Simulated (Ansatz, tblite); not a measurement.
# The cluster Al3H9O9: spin states and exact exchange

Aim: set other spin states of the cluster Al3H9O9 against its singlet, on many levels of theory.

Computed with Ansatz 0.2.0, Gaussian basis. Level: as each input shows.

Plan: triplet, at the geometry of the singlet (GFN1-xTB, GFN2-xTB, PBE0-D4/def2-TZVP, PBE-D4/def2-TZVP); the singlet's energies come from earlier runs.

### 1 The structure

The singlet was relaxed beforehand with r2SCAN-D4/def2-SVP.

21 atoms, charge 0, spin multiplicity 1.

Bond lengths: Al1–O5 1.733 Å, Al1–O6 1.816 Å, Al1–O8 1.711 Å, Al1–O12 1.866 Å, Al2–O4 1.948 Å, Al2–O6 1.777 Å, Al2–O7 1.715 Å, Al2–O10 1.719 Å, Al3–O6 1.825 Å, Al3–O9 1.711 Å, Al3–O11 1.735 Å, Al3–O12 1.854 Å, O4–H13 0.973 Å, O4–H14 0.973 Å, O5–H15 0.963 Å, O7–H16 0.974 Å, O8–H17 0.960 Å, O9–H18 0.960 Å and more. Angles: O5–Al1–O6 107.0°, O5–Al1–O8 114.3°, O5–Al1–O12 113.8°, O6–Al1–O8 122.0°, O6–Al1–O12 82.7°, O8–Al1–O12 113.2°, O4–Al2–O6 113.3°, O4–Al2–O7 94.2°, O4–Al2–O10 92.5°, O6–Al2–O7 111.5°, O6–Al2–O10 111.2°, O7–Al2–O10 129.6°, O6–Al3–O9 116.1°, O6–Al3–O11 110.3°, O6–Al3–O12 82.9°, O9–Al3–O11 116.9°, O9–Al3–O12 110.6°, O11–Al3–O12 115.5° and more.

### 2 Triplet at the fixed geometry, GFN1-xTB

Tight binding, by tblite at 300 K electronic temperature and without a spin-polarisation term:

```python
tblite.interface.Calculator('GFN1-xTB', numbers, positions, charge=0, uhf=2).singlepoint()
```

Energy -1398.7302 eV; 0.054 s.

### 3 Triplet at the fixed geometry, GFN2-xTB

Tight binding, by tblite at 300 K electronic temperature and without a spin-polarisation term:

```python
tblite.interface.Calculator('GFN2-xTB', numbers, positions, charge=0, uhf=2).singlepoint()
```

Energy -1218.8923 eV; 0.045 s.

### 4 Triplet at the fixed geometry, PBE0-D4/def2-TZVP

Input file in.yaml:

```yaml
crystal:
  periodic: [false, false, false]
  atoms:
    - {symbol: Al, position_ang: [-1.301919, -0.158197, 1.311396]}
    - {symbol: Al, position_ang: [0.255597, -0.810211, -1.387309]}
    - {symbol: Al, position_ang: [0.877922, 1.421819, 0.709961]}
    - {symbol: O, position_ang: [1.268045, -2.462984, -1.582758]}
    - {symbol: O, position_ang: [-2.656272, -0.186751, 0.229925]}
    - {symbol: O, position_ang: [0.195842, -0.216685, 0.286334]}
    - {symbol: O, position_ang: [-1.233496, -1.518779, -1.857763]}
    - {symbol: O, position_ang: [-1.488593, -1.137813, 2.701622]}
    - {symbol: O, position_ang: [2.245333, 1.424460, 1.738664]}
    - {symbol: O, position_ang: [1.389070, 0.081490, -2.322014]}
    - {symbol: O, position_ang: [0.956472, 2.425346, -0.703293]}
    - {symbol: O, position_ang: [-0.683523, 1.559549, 1.699359]}
    - {symbol: H, position_ang: [0.674129, -3.118858, -1.986764]}
    - {symbol: H, position_ang: [1.987896, -2.274347, -2.209971]}
    - {symbol: H, position_ang: [-3.517607, -0.477669, 0.546413]}
    - {symbol: H, position_ang: [-2.000658, -1.172811, -1.366488]}
    - {symbol: H, position_ang: [-0.808491, -1.341965, 3.347188]}
    - {symbol: H, position_ang: [3.035841, 1.928969, 1.532527]}
    - {symbol: H, position_ang: [1.454216, 1.026153, -2.101614]}
    - {symbol: H, position_ang: [0.208270, 2.910472, -1.062885]}
    - {symbol: H, position_ang: [-0.858067, 2.098841, 2.477471]}
basis:
  gaussian: {orbitals: def2-TZVP, fitting: {mean_field: def2-universal-jkfit}}
magnetization: {spin_polarized: true, initial_magnetization: 2}
hamiltonian: {xc: pbe0, dispersion: d4}
scf: {omitted_lower_state_checks: [starts]}
output: {orbitals: {seedname: orbitals}}
```

Run with:

```bash
ansatz run in.yaml --threads 2 --pin off --events-out ev --progress --plain --max-ram 22528MiB --backend cuda --devices 0, --max-vram 18GiB
```

The program printed:

```text
Functional definition: PBE0
  name "PBE0"
  cite "Adamo & Barone, J. Chem. Phys. 110, 6158 (1999) doi:10.1063/1.478522"
  cite "Perdew, Burke & Ernzerhof, Phys. Rev. Lett. 77, 3865 (1996) doi:10.1103/PhysRevLett.77.3865"
  parent pbe
  parameter a = 0.25
  parameter kappa = 0.804
  parameter beta = 0.06672455060314922
  exchange = (1 - a)*pbe_x(kappa = kappa, mu = beta*pi^2/3) + a*exact_x
  correlation = pbe_c(beta = beta)
these checks for a lower state are left out or cut short: starts
1239 factors; integrals over basis functions are off by at most 8.8e-1 eV
mean field evaluation 1: about -38319.4561 eV, gradient 1.0e2 eV
mean field evaluation 2: about -38264.6276 eV, gradient 1.6e2 eV
mean field evaluation 4: about -38347.9254 eV, gradient 2.8e1 eV
mean field evaluation 8: about -38351.9656 eV, gradient 1.9e0 eV
mean field evaluation 16: about -38352.0502 eV, gradient 7.1e-1 eV
mean field -38352.05366705 eV, -1409.4119763085 hartree, gradient 5.3e-6 eV, S^2 2.010848; 0 other end points of the search recorded, 0 dependent functions left out
reference -38352.05372189 eV, -1409.4119783239 hartree; 61, 59 occupied and 383, 385 virtual orbitals, 1239 factors
Total energy: -38352.61510556 eV, -1409.4326087931 hartree
Checks for a lower state left out: starts
```

Wall time 6.5 s (1 × H100 (card shared with other runs) with 2 threads of AMD EPYC 7R13, shared host); peak host memory 1 GiB.

HOMO -2.06 eV, LUMO -7.44 eV (over both spins; with the spin held, an empty level of the minority spin lies below the top filled one); ⟨S²⟩ 2.011 (pure: 2.00).

### 5 Triplet at the fixed geometry, PBE-D4/def2-TZVP

start.molden holds the orbitals of an earlier run on this state, given as this run's starting guess.

Edit in.yaml of step 4 so:

```diff
@@ -25,5 +25,5 @@
 basis:
-  gaussian: {orbitals: def2-TZVP, fitting: {mean_field: def2-universal-jkfit}}
+  gaussian: {orbitals: def2-TZVP, fitting: {mean_field: def2-universal-jkfit}, initial_orbitals: start.molden}
 magnetization: {spin_polarized: true, initial_magnetization: 2}
-hamiltonian: {xc: pbe0, dispersion: d4}
+hamiltonian: {xc: pbe, dispersion: d4}
 scf: {omitted_lower_state_checks: [starts]}
```

Same command.

The program printed:

```text
Functional definition: PBE
  name "PBE"
  cite "Perdew, Burke & Ernzerhof, Phys. Rev. Lett. 77, 3865 (1996) doi:10.1103/PhysRevLett.77.3865"
  parent pbe
  parameter kappa = 0.804
  parameter beta = 0.06672455060314922
  exchange = pbe_x(kappa = kappa, mu = beta*pi^2/3)
  correlation = pbe_c(beta = beta)
these checks for a lower state are left out or cut short: starts
1239 factors; integrals over basis functions are off by at most 8.8e-1 eV
mean field evaluation 1: about -38350.6865 eV, gradient 1.3e1 eV
mean field evaluation 2: about -38351.1985 eV, gradient 1.6e0 eV
mean field evaluation 4: about -38351.4139 eV, gradient 1.1e-1 eV
mean field evaluation 8: about -38351.4135 eV, gradient 2.1e-5 eV
mean field -38351.41354295 eV, -1409.3884521815 hartree, gradient 2.7e-5 eV, S^2 2.001369; 0 other end points of the search recorded, 0 dependent functions left out
reference -38351.41361767 eV, -1409.3884549274 hartree; 61, 59 occupied and 383, 385 virtual orbitals, 1239 factors
Total energy: -38352.05907335 eV, -1409.4121749863 hartree
Checks for a lower state left out: starts
```

Wall time 8 s (1 × H100 (card shared with other runs) with 2 threads of AMD EPYC 7R13, shared host); peak host memory 0.94 GiB.

Report: HOMO -1.62 eV, LUMO -7.17 eV (over both spins; with the spin held, an empty level of the minority spin lies below the top filled one); ⟨S²⟩ 2.001 (pure: 2.00).

### 6 Triplet less singlet, vertical

The singlet's energies are those of its earlier runs, whose logs aren't repeated here.

```
            level  triplet less singlet, vertical (eV)     time
         GFN1-xTB                               +6.047  0.093 s
         GFN2-xTB                               +6.389   0.08 s
 PBE-D4/def2-TZVP                               +5.403     11 s
PBE0-D4/def2-TZVP                               +6.651     10 s
```

Times add the two runs; a level without a time comes out of a correlated run. Tight binding without a spin term can't rank spin states.

### 7 Summary of results

| quantity | value |
| --- | --- |
| triplet less singlet, vertical, functionals in def2-TZVP | +5.403 (PBE-D4) to +6.651 eV (PBE0-D4) |

In words: All functionals put the triplet above the singlet, over a spread of 1.247 eV. The checks for a lower triplet were left out, so another state of that spin may lie lower. These are electronic energies, without zero-point motion, entropy or surroundings.
